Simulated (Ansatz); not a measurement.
# BF3H with multiplicity 2: reaction (atom abstraction by a radical), part 2 of 2

Wanted: the energy profile along the reaction (atom abstraction by a radical), from relaxed end points and a band of images. Meant to form: F2–H5; to break: B1–F2. The start is a guess near the saddle point, from which both ends are pulled out.

Ansatz 0.2.0; UKS PBE/def2-SVP. Earlier steps stand in the parts before.

## (6) Nudged elastic band

crystal.atoms is end A as relaxed above, and neb.final_atoms is end B, turned to lie on A. With 7 inner images the band has 9 in all. The start path is listed, through a guess of the saddle.

input.yaml reads:

```yaml
crystal:
  periodic: [false, false, false]
  atoms:
    - { symbol: B, position_ang: [0.0, 0.0, -0.273209] }
    - { symbol: F, position_ang: [0.0, 0.0, 1.050851] }
    - { symbol: F, position_ang: [1.145907, 0.0, -0.934758] }
    - { symbol: F, position_ang: [-1.145906, 0.0, -0.934758] }
    - { symbol: H, position_ang: [0.0, 0.0, 4.131873] }
magnetization:
  spin_polarized: true
  initial_magnetization: 1
basis:
  gaussian: { orbitals: def2-SVP }
hamiltonian:
  xc: pbe
neb:
  order_check: false
  images: 7
  f_tol: 0.03
  max_iterations: 60
  final_atoms:
    - { symbol: B, position_ang: [0.0020188, 0.41007401, -0.2497043] }
    - { symbol: F, position_ang: [-0.48745926, 0.2300316, 1.96259289] }
    - { symbol: F, position_ang: [1.13808351, -0.24820645, 0.02131399] }
    - { symbol: F, position_ang: [-1.02118675, -0.24820666, -0.7647113] }
    - { symbol: H, position_ang: [0.3685447, -0.1436925, 2.07050772] }
  initial_path:
    images:
      - { positions_ang: [[0.0, 0.0, -0.273209], [0.0, 0.0, 1.050851], [1.145907, 0.0, -0.934758], [-1.145906, 0.0, -0.934758], [0.0, 0.0, 4.131873]] }
      - { positions_ang: [[6.0e-08, 0.0, -0.2049068], [3.0e-08, 0.0, 1.1806382], [1.14520533, 0.0, -0.86606853], [-1.14520442, 0.0, -0.86606857], [0.0, 0.0, 3.7964047]] }
      - { positions_ang: [[1.3e-07, 0.0, -0.1366046], [6.0e-08, 0.0, 1.3104254], [1.14450365, 0.0, -0.79737905], [-1.14450285, 0.0, -0.79737915], [1.0e-08, 0.0, 3.4609364]] }
      - { positions_ang: [[1.9e-07, 0.0, -0.0683024], [9.0e-08, 0.0, 1.4402126], [1.14380198, 0.0, -0.72868958], [-1.14380127, 0.0, -0.72868972], [1.0e-08, 0.0, 3.1254681]] }
      - { positions_ang: [[2.5e-07, 0.0, -2.0e-07], [1.2e-07, 0.0, 1.5699998], [1.14310031, 0.0, -0.6600001], [-1.14309969, 0.0, -0.6600003], [2.0e-08, 0.0, 2.7899998]] }
      - { positions_ang: [[0.00050489, 0.1025185, -0.06242623], [-0.12186472, 0.0575079, 1.66814807], [1.14184611, -0.06205161, -0.48967158], [-1.11262146, -0.06205167, -0.68617805], [0.09213619, -0.03592312, 2.61012678]] }
      - { positions_ang: [[0.00100953, 0.205037, -0.12485225], [-0.24372957, 0.1150158, 1.76629635], [1.14059191, -0.12410322, -0.31934306], [-1.08214322, -0.12410333, -0.7123558], [0.18427236, -0.07184625, 2.43025376]] }
      - { positions_ang: [[0.00151416, 0.3075555, -0.18727828], [-0.36559441, 0.1725237, 1.86444462], [1.13933771, -0.18615483, -0.14901453], [-1.05166499, -0.186155, -0.73853355], [0.27640853, -0.10776937, 2.25038074]] }
      - { positions_ang: [[0.0020188, 0.41007401, -0.2497043], [-0.48745926, 0.2300316, 1.96259289], [1.13808351, -0.24820645, 0.02131399], [-1.02118675, -0.24820666, -0.7647113], [0.3685447, -0.1436925, 2.07050772]] }
```

On the command line:

```sh
$ ansatz run input.yaml --threads 1 --pin off --max-ram 2048MiB --backend cpu --events-out ev --progress --plain --runs-dir out
```

What it wrote (excerpt; [...] marks lines left out):

```text
Warning: RAYON_NUM_THREADS=1 ignored (pool sized by the plan → 1); use --threads N
[...]
Functional definition: PBE
[...]
656 factors; their error is unknown
[...]
mean field -8829.75822032 eV, -324.4876295718 hartree, gradient 2.1e-5 eV, S^2 0.750000; 0 other end points of the search recorded, 0 dependent functions left out
[...]
reference -8829.75825702 eV, -324.4876309202 hartree; 17, 16 occupied and 44, 45 virtual orbitals, 656 factors
656 factors; their error is unknown
[...]
Atom 1 at     0.094496     0.477534     1.557634 Å, force     0.000040    -0.000431    -0.000266 eV/Å
Atom 2 at     1.079930    -0.339520    -0.446951 Å, force     0.000076    -0.000028     0.000060 eV/Å
Atom 3 at    -1.219355    -0.098194    -0.339498 Å, force    -0.000040     0.000002    -0.000098 eV/Å
Atom 4 at     0.040267    -0.355120     2.270218 Å, force     0.000055     0.000213     0.000202 eV/Å
Dipole moment:     0.010222    -0.080963     0.401124 e Å
this run last wrote the band of iteration 23 to <dir>
```

Run time: 8.9 min. Hardware: 1 thread of Intel Xeon at 2.50GHz (Skylake/Cascade Lake), shared host; peak memory 0.13 GiB.

## (7) What the band shows

The 7 inner images lie between the fixed ends 0 and 8. Energy is taken from image 0, and the path length is the program's own coordinate along the band.

| image | path (Å) | energy (eV) | F2–H5 (Å) | B1–F2 (Å) | band force (eV/Å) |
| --- | --- | --- | --- | --- | --- |
| 0 | 0.000 | 0.0000 | 3.08 | 1.32 | - |
| 1 | 0.923 | -0.0006 | 3.17 | 1.32 | 0.007 |
| 2 | 1.846 | -0.0020 | 3.03 | 1.32 | 0.016 |
| 3 | 2.768 | 0.0369 | 2.38 | 1.32 | 0.009 |
| 4* | 3.690 | 1.9202 | 1.10 | 1.57 | 0.000 |
| 5 | 3.998 | 1.5675 | 0.95 | 1.97 | 0.000 |
| 6 | 4.306 | 1.5038 | 0.94 | 2.25 | 0.000 |
| 7 | 4.613 | 1.4853 | 0.94 | 2.27 | 0.000 |
| 8 | 4.921 | 1.4724 | 0.94 | 2.27 | - |

The star marks the climbing image.

image, energy (eV) and a bar:
```
        0      0.000 
        1     -0.001 
        2     -0.002 
        3      0.037 #
        4      1.920 ##############################
        5      1.567 ########################
        6      1.504 ########################
        7      1.485 #######################
        8      1.472 #######################
```

How the highest energy settled:

| iteration | highest image above image 0 (eV) | largest band force (eV/Å) |
| --- | --- | --- |
| 1 | 3.2938 | 9.082 |
| 3 | 1.9776 | 3.795 |
| 5 | 1.6293 | 4.848 |
| 7 | 1.7264 | 2.162 |
| 9 | 2.0100 | 2.457 |
| 11 | 1.9629 | 2.653 |
| 13 | 1.9270 | 1.994 |
| 15 | 1.9210 | 0.216 |
| 17 | 1.9203 | 0.272 |
| 19 | 1.9202 | 0.316 |
| 21 | 1.9202 | 0.060 |
| 23 | 1.9202 | 0.016 |

The band as a trajectory file:

```xyz
5
image=0 dE=0.0000
B     0.000    0.000   -0.273
F     0.000    0.000    1.051
F     1.146    0.000   -0.935
F    -1.146    0.000   -0.935
H     0.000    0.000    4.132
5
image=1 dE=-0.0006
B     0.094    0.050   -0.236
F     0.441    0.425    0.985
F     1.024   -0.149   -1.157
F    -1.182   -0.125   -0.538
H    -0.377   -0.201    3.986
5
image=2 dE=-0.0020
B     0.118    0.131   -0.093
F     0.501    0.891    0.920
F     1.023   -0.435   -0.875
F    -1.170   -0.063   -0.327
H    -0.473   -0.523    3.416
5
image=3 dE=0.0369
B     0.034    0.161    0.070
F     0.273    0.989    1.076
F     1.022   -0.546   -0.453
F    -1.194    0.041   -0.407
H    -0.136   -0.646    2.754
5
image=4 dE=1.9202
B     0.005    0.315   -0.001
F     0.094    0.478    1.558
F     1.080   -0.340   -0.447
F    -1.219   -0.098   -0.339
H     0.040   -0.355    2.270
5
image=5 dE=1.5675
B     0.031    0.429   -0.178
F     0.068    0.422    1.790
F     1.101   -0.335   -0.409
F    -1.186   -0.089   -0.364
H    -0.015   -0.427    2.201
5
image=6 dE=1.5038
B    -0.004    0.410   -0.310
F    -0.144    0.488    1.930
F     1.145   -0.264   -0.273
F    -1.139   -0.259   -0.473
H     0.141   -0.375    2.165
5
image=7 dE=1.4853
B     0.002    0.410   -0.293
F    -0.375    0.385    1.942
F     1.167   -0.213   -0.092
F    -1.061   -0.302   -0.633
H     0.267   -0.279    2.116
5
image=8 dE=1.4724
B     0.002    0.410   -0.250
F    -0.487    0.230    1.963
F     1.138   -0.248    0.021
F    -1.021   -0.248   -0.765
H     0.369   -0.144    2.071
```

## (8) Frequencies at the highest image

The geometry is the highest inner image of the first converged band.

input.yaml reads:

```yaml
crystal:
  periodic: [false, false, false]
  atoms:
    - { symbol: B, position_ang: [0.004664, 0.3153, -0.001404] }
    - { symbol: F, position_ang: [0.094496, 0.477534, 1.557634] }
    - { symbol: F, position_ang: [1.07993, -0.33952, -0.446951] }
    - { symbol: F, position_ang: [-1.219355, -0.098194, -0.339498] }
    - { symbol: H, position_ang: [0.040267, -0.35512, 2.270218] }
magnetization:
  spin_polarized: true
  initial_magnetization: 1
basis:
  gaussian: { orbitals: def2-SVP }
hamiltonian:
  xc: pbe
phonons: {}
```

On the command line:

```sh
$ ansatz run input.yaml --threads 1 --pin off --max-ram 2048MiB --backend cpu --events-out ev --progress --plain --runs-dir out
```

What it wrote (excerpt; [...] marks lines left out):

```text
Warning: RAYON_NUM_THREADS=1 ignored (pool sized by the plan → 1); use --threads N
[...]
[... 1 set-up line as earlier in the session ...]
[...]
656 factors; their error is unknown
[...]
mean field -8827.83798928 eV, -324.4170623824 hartree, gradient 3.5e-5 eV, S^2 0.754313; 0 other end points of the search recorded, 0 dependent functions left out
[...]
reference -8827.83802069 eV, -324.4170635368 hartree; 17, 16 occupied and 44, 45 virtual orbitals, 656 factors
[...]
656 factors; their error is unknown
[...]
WARN: phonons: modes at or below zero, which the zero-point energy, F, S and C_V leave out: 1, the lowest at -992.70 cm⁻¹. A minimum has none, and a first-order saddle one
[...]
Atom 0 at     0.004664     0.315300    -0.001404 Å, force    -0.000124     0.000485     0.000363 eV/Å
Atom 1 at     0.094496     0.477534     1.557634 Å, force     0.000014    -0.000554    -0.000515 eV/Å
Atom 2 at     1.079930    -0.339520    -0.446951 Å, force     0.000188    -0.000122    -0.000037 eV/Å
Atom 3 at    -1.219355    -0.098194    -0.339498 Å, force    -0.000145    -0.000055    -0.000172 eV/Å
Atom 4 at     0.040267    -0.355120     2.270218 Å, force     0.000066     0.000246     0.000361 eV/Å
Dipole moment:     0.010223    -0.080964     0.401119 e Å
Vibrations: -992.70 243.39 331.19 379.79 495.93 701.85 1089.01 1378.79 1475.36 cm⁻¹, zero-point energy 0.377861 eV
```

Wall time 63 s (1 thread of Intel Xeon at 2.50GHz (Skylake/Cascade Lake), shared host); peak memory 0.11 GiB.

Of 9 modes, 1 is imaginary by more than 30 cm⁻¹ (993i cm⁻¹).

## (9) Dynamics from the top

It starts at the highest inner image of the first converged band: 200 steps of 0.5 fs at constant energy, with velocities drawn for 300 K.

input.yaml, as its differences from that of step 8:

```diff
@@ -15,2 +15,8 @@
   xc: pbe
-phonons: {}
+md:
+  timestep: 0.5
+  n_steps: 200
+  ensemble: nve
+  temperature: 300.0
+  initial_velocities: maxwell_boltzmann
+  seed: 11654
```

On the command line:

```sh
$ ansatz run input.yaml --threads 1 --pin off --max-ram 2048MiB --backend cpu --events-out ev --progress --plain --runs-dir out
```

What it wrote (excerpt; [...] marks lines left out):

```text
Warning: RAYON_NUM_THREADS=1 ignored (pool sized by the plan → 1); use --threads N
[...]
[... 1 set-up line as earlier in the session ...]
[...]
656 factors; their error is unknown
[...]
mean field -8827.83798928 eV, -324.4170623824 hartree, gradient 3.5e-5 eV, S^2 0.754313; 0 other end points of the search recorded, 0 dependent functions left out
[...]
reference -8827.83802069 eV, -324.4170635368 hartree; 17, 16 occupied and 44, 45 virtual orbitals, 656 factors
[...]
md step    72: t =    36.00 fs  T =  4424.4 K  F+E_penalty+E_count = -8829.43884814 eV  E_kin = 1.715681 eV  conserved = -8827.72316669 eV  (26 SCF iters)
[...]
md step    96: t =    48.00 fs  T =  3310.7 K  F+E_penalty+E_count = -8829.00576412 eV  E_kin = 1.283816 eV  conserved = -8827.72194795 eV  (27 SCF iters)
md step    97: t =    48.50 fs  T =  3097.7 K  F+E_penalty+E_count = -8828.92295151 eV  E_kin = 1.201231 eV  conserved = -8827.72172060 eV  (27 SCF iters)
```

## (10) More of the same log: dynamics from the highest image of the converged band

Output, continued (excerpt; [...] marks lines left out):

```text
md step    98: t =    49.00 fs  T =  2891.1 K  F+E_penalty+E_count = -8828.84261233 eV  E_kin = 1.121102 eV  conserved = -8827.72151004 eV  (28 SCF iters)
[...]
md step   123: t =    61.50 fs  T =  4147.1 K  F+E_penalty+E_count = -8829.33025113 eV  E_kin = 1.608159 eV  conserved = -8827.72209262 eV  (23 SCF iters)
[...]
Atom 1 at     0.188012     0.965040     1.228607 Å, force    -0.534834    -3.414154    -1.628701 eV/Å
Atom 2 at     1.031266    -0.310048    -0.512101 Å, force     1.919974    -1.642786    -0.457804 eV/Å
Atom 3 at    -1.175115    -0.065621    -0.379299 Å, force    -0.621286    -1.117982     0.676796 eV/Å
Atom 4 at    -1.619524    -6.405137     8.119010 Å, force    -0.000002     0.000002     0.000000 eV/Å
Dipole moment:    -0.001169    -0.298814     0.003539 e Å
```

Run time: 10 min. Hardware: 1 thread of Intel Xeon at 2.50GHz (Skylake/Cascade Lake), shared host; peak memory 0.12 GiB.

## (11) What the atoms did

One step in 11; energies are changes from step 0:

| time (fs) | T (K) | potential energy change (meV/atom) | total energy change (meV/atom) | F2–H5 (Å) | B1–F2 (Å) |
| --- | --- | --- | --- | --- | --- |
| 0.0 | 300 | 0.0 | 0.00 | 1.10 | 1.57 |
| 5.5 | 138 | 12.6 | 0.04 | 1.15 | 1.58 |
| 11.0 | 132 | 13.0 | 0.02 | 1.12 | 1.58 |
| 16.5 | 73 | 17.6 | 0.03 | 1.05 | 1.58 |
| 22.0 | 169 | 10.1 | 0.02 | 1.11 | 1.59 |
| 27.5 | 477 | -13.6 | 0.11 | 1.29 | 1.58 |
| 33.0 | 2769 | -191.5 | -0.04 | 1.70 | 1.46 |
| 38.5 | 4669 | -339.0 | -0.24 | 2.39 | 1.27 |
| 44.0 | 4289 | -309.5 | -0.19 | 3.13 | 1.26 |
| 49.5 | 2699 | -186.0 | 0.07 | 3.85 | 1.40 |
| 55.0 | 2780 | -192.3 | 0.03 | 4.55 | 1.41 |
| 60.5 | 4195 | -302.3 | -0.17 | 5.23 | 1.27 |
| 66.0 | 4430 | -320.4 | -0.11 | 5.89 | 1.26 |
| 71.5 | 3764 | -268.7 | -0.06 | 6.54 | 1.43 |
| 77.0 | 2329 | -157.2 | 0.12 | 7.21 | 1.51 |
| 82.5 | 3823 | -273.3 | -0.09 | 7.93 | 1.40 |
| 88.0 | 4088 | -293.7 | 0.01 | 8.68 | 1.21 |
| 93.5 | 4559 | -330.6 | -0.31 | 9.41 | 1.28 |
| 99.0 | 2984 | -208.1 | 0.06 | 10.12 | 1.46 |
| 100.0 | 2748 | -189.8 | 0.07 | 10.25 | 1.47 |

time (fs), T (K) and a bar:
```
      0.0        300 ##
      4.5        171 #
      8.5        102 
     13.0        144 #
     17.5         58 
     21.5        151 #
     26.0        331 ##
     30.5       1312 ########
     35.0       3990 ##########################
     39.0       4592 ##############################
     43.5       4272 ############################
     48.0       3311 ######################
     52.0       2186 ##############
     56.5       3354 ######################
     61.0       4179 ###########################
     65.0       4246 ############################
     69.5       4409 #############################
     74.0       2849 ##################
     78.5       2453 ################
     82.5       3823 #########################
     87.0       4344 ############################
     91.5       4249 ############################
     95.5       4198 ###########################
    100.0       2748 ##################
```

The last frame stands with the bonds of end A.

## (12) Dynamics from the top

It starts at the highest inner image of the first converged band: 200 steps of 0.5 fs at constant energy, with velocities drawn for 100 K.

input.yaml, as its differences from that of step 9:

```diff
@@ -19,4 +19,4 @@
   ensemble: nve
-  temperature: 300.0
+  temperature: 100.0
   initial_velocities: maxwell_boltzmann
-  seed: 11654
+  seed: 11655
```

On the command line:

```sh
$ ansatz run input.yaml --threads 1 --pin off --max-ram 2048MiB --backend cpu --events-out ev --progress --plain --runs-dir out
```

What it wrote (excerpt; [...] marks lines left out):

```text
Warning: RAYON_NUM_THREADS=1 ignored (pool sized by the plan → 1); use --threads N
[...]
[... 1 set-up line as earlier in the session ...]
[...]
656 factors; their error is unknown
[...]
mean field -8827.83798928 eV, -324.4170623824 hartree, gradient 3.5e-5 eV, S^2 0.754313; 0 other end points of the search recorded, 0 dependent functions left out
[...]
reference -8827.83802069 eV, -324.4170635368 hartree; 17, 16 occupied and 44, 45 virtual orbitals, 656 factors
[...]
md step    72: t =    36.00 fs  T =  3086.3 K  F+E_penalty+E_count = -8828.99602889 eV  E_kin = 1.196798 eV  conserved = -8827.79923134 eV  (26 SCF iters)
[...]
md step    96: t =    48.00 fs  T =  4140.1 K  F+E_penalty+E_count = -8829.40553050 eV  E_kin = 1.605467 eV  conserved = -8827.80006330 eV  (24 SCF iters)
md step    97: t =    48.50 fs  T =  4198.4 K  F+E_penalty+E_count = -8829.42805734 eV  E_kin = 1.628043 eV  conserved = -8827.80001463 eV  (24 SCF iters)
```

## (13) The log goes on: dynamics from the highest image of the converged band

Output, continued (excerpt; [...] marks lines left out):

```text
md step    98: t =    49.00 fs  T =  4236.2 K  F+E_penalty+E_count = -8829.44261829 eV  E_kin = 1.642703 eV  conserved = -8827.79991535 eV  (23 SCF iters)
[...]
md step   123: t =    61.50 fs  T =  2815.2 K  F+E_penalty+E_count = -8828.89067760 eV  E_kin = 1.091664 eV  conserved = -8827.79901395 eV  (25 SCF iters)
[...]
Atom 1 at     0.191370     0.884985     1.189250 Å, force     0.550076     1.646398     2.857150 eV/Å
Atom 2 at     1.108398    -0.305027    -0.554309 Å, force    -1.209126     0.319234     1.197338 eV/Å
Atom 3 at    -1.215397    -0.068114    -0.334187 Å, force     1.873532     0.008273     0.949328 eV/Å
Atom 4 at    -2.890343    -7.364577     9.074301 Å, force    -0.000000     0.000001     0.000000 eV/Å
Dipole moment:     0.041594     0.015023     0.141973 e Å
```

Run time: 9.8 min. Hardware: 1 thread of Intel Xeon at 2.50GHz (Skylake/Cascade Lake), shared host; peak memory 0.12 GiB.

## (14) What the atoms did

One step in 11; energies are changes from step 0:

| time (fs) | T (K) | potential energy change (meV/atom) | total energy change (meV/atom) | F2–H5 (Å) | B1–F2 (Å) |
| --- | --- | --- | --- | --- | --- |
| 0.0 | 100 | 0.0 | 0.00 | 1.10 | 1.57 |
| 5.5 | 46 | 4.2 | 0.02 | 1.07 | 1.56 |
| 11.0 | 121 | -1.6 | 0.02 | 1.15 | 1.55 |
| 16.5 | 582 | -37.3 | 0.13 | 1.35 | 1.51 |
| 22.0 | 3370 | -253.8 | -0.19 | 1.81 | 1.38 |
| 27.5 | 4367 | -331.0 | -0.03 | 2.52 | 1.23 |
| 33.0 | 4118 | -311.8 | -0.20 | 3.26 | 1.31 |
| 38.5 | 2353 | -174.6 | 0.09 | 3.98 | 1.43 |
| 44.0 | 3012 | -225.9 | -0.01 | 4.68 | 1.40 |
| 49.5 | 4258 | -322.6 | -0.11 | 5.36 | 1.27 |
| 55.0 | 4583 | -347.9 | -0.18 | 6.02 | 1.29 |
| 60.5 | 3176 | -238.5 | 0.00 | 6.69 | 1.43 |
| 66.0 | 2287 | -169.5 | 0.10 | 7.38 | 1.46 |
| 71.5 | 3977 | -300.8 | -0.18 | 8.12 | 1.33 |
| 77.0 | 4224 | -319.8 | 0.05 | 8.86 | 1.22 |
| 82.5 | 4250 | -322.0 | -0.17 | 9.60 | 1.35 |
| 88.0 | 2366 | -175.6 | 0.09 | 10.32 | 1.47 |
| 93.5 | 3017 | -226.2 | 0.00 | 11.02 | 1.42 |
| 99.0 | 4361 | -330.6 | -0.15 | 11.70 | 1.27 |
| 100.0 | 4360 | -330.5 | -0.08 | 11.82 | 1.25 |

time (fs), T (K) and a bar:
```
      0.0        100 
      4.5         50 
      8.5         76 
     13.0        178 #
     17.5        869 ######
     21.5       3067 ####################
     26.0       4481 ##############################
     30.5       4350 #############################
     35.0       3468 #######################
     39.0       2277 ###############
     43.5       2846 ###################
     48.0       4140 ############################
     52.0       4335 #############################
     56.5       4477 ##############################
     61.0       2989 ####################
     65.0       2209 ###############
     69.5       3300 ######################
     74.0       4263 #############################
     78.5       4447 ##############################
     82.5       4250 ############################
     87.0       2590 #################
     91.5       2444 ################
     95.5       3720 #########################
    100.0       4360 #############################
```

The last frame stands with the bonds of end A.

## (15) Results

The summary covers parts 1 to 2.

```
                         quantity                               value
                            end A             6 moves, 0.097 eV lower
                            end B            14 moves, 0.050 eV lower
                 barrier forwards                            1.920 eV
                barrier backwards                            0.448 eV
     second end relative to first                           +1.472 eV
                    highest image               4 of 0 to 8, climbing
                  band iterations                                  23
               pieces at the ends                  BF3 + H → BF2 + FH
       imaginary modes at the top                           993i cm⁻¹
trajectory at 300 K, after 100 fs  with the bonds of end A, at 2748 K
trajectory at 100 K, after 100 fs  with the bonds of end A, at 4360 K
```

**Reading.** The barrier from the first end is 1.92 eV, 74 times kT at 300 K; with a typical attempt rate of 10^13 per second that is roughly 10^-19 events a second. Going back costs 0.45 eV, since the second end is 1.47 eV above the first. By distance, end A alone has B1–F2 and end B alone has F2–H5. One imaginary mode, as a first-order saddle point has. Zero-point energy and entropy are left out. Semilocal functionals tend to give barriers that are too low.
